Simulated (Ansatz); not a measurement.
# FGeH3: the cost of one run

Computed with Ansatz 0.2.0, Gaussian basis. Level: PBE0-D4/def2-TZVP structures, single points in def2-TZVPP, no counterpoise correction.

Levels: SPW92, PBE-D4, BLYP-D4, r2SCAN-D4, B97M-V, PBE0-D4, B3LYP-D4, r2SCAN0-D4, BHLYP-D4, CAM-B3LYP-D4, wB97X-V, wB97M-V, B2PLYP, PBE-QIDH, Hartree-Fock, MP2, CCSD, CCSD(T).

Cores are frozen in the correlated methods. Filled d shells of the heavier atoms are correlated. Orbitals are unrestricted. B3LYP uses VWN-RPA correlation. B2PLYP carries no dispersion term here.

78 further runs of the same task are left out: 78 set aside as unsound or not needed.

## 1. Where the work starts

The complex: 6 atoms, charge 0, spin multiplicity 2.

Atoms are counted from 1 here; the program's logs count them from 0.

Bond lengths: F1–Ge2 1.742 Å, Ge2–H4 1.533 Å, Ge2–H5 1.533 Å, Ge2–H6 1.533 Å. Angles: F1–Ge2–H4 106.2°, F1–Ge2–H5 106.3°, F1–Ge2–H6 106.2°, H4–Ge2–H5 112.5°, H4–Ge2–H6 112.5°, H5–Ge2–H6 112.5°.

Coordinates:

```xyz
6

F    -1.2100   -0.0750   -0.7069
Ge   -0.1448    0.2508    0.6325
H     1.0029   -1.1690   -2.8123
H    -0.2879    1.7460    0.9401
H     1.2658   -0.1183    0.1587
H    -0.6260   -0.6345    1.7881
```

Its parts: GeH₃F holds atoms 1, 2, 4, 5, 6; H radical holds atoms 3. Each part counts its atoms afresh in its own runs.

## 2. Relaxing GeH₃F alone

relax-a/in.yaml

```yaml
crystal:
  periodic: [false, false, false]
  atoms:
    - {symbol: F, position_ang: [-1.210048, -0.075032, -0.706917]}
    - {symbol: Ge, position_ang: [-0.144769, 0.250806, 0.632472]}
    - {symbol: H, position_ang: [-0.287922, 1.746022, 0.940055]}
    - {symbol: H, position_ang: [1.265816, -0.118285, 0.158653]}
    - {symbol: H, position_ang: [-0.625983, -0.634500, 1.788082]}
basis:
  gaussian: {orbitals: def2-TZVP}
hamiltonian: {xc: pbe0, dispersion: d4}
relax: {f_tol: 0.005, max_steps: 200}
```

Command:

```bash
$ ansatz run in.yaml --threads 2 --pin off --events-out ev --progress --plain --max-ram 4352MiB
```

**Question.** How long does this run take on 2 threads of Arm Neoverse V1, shared host?

About 3.1 s.
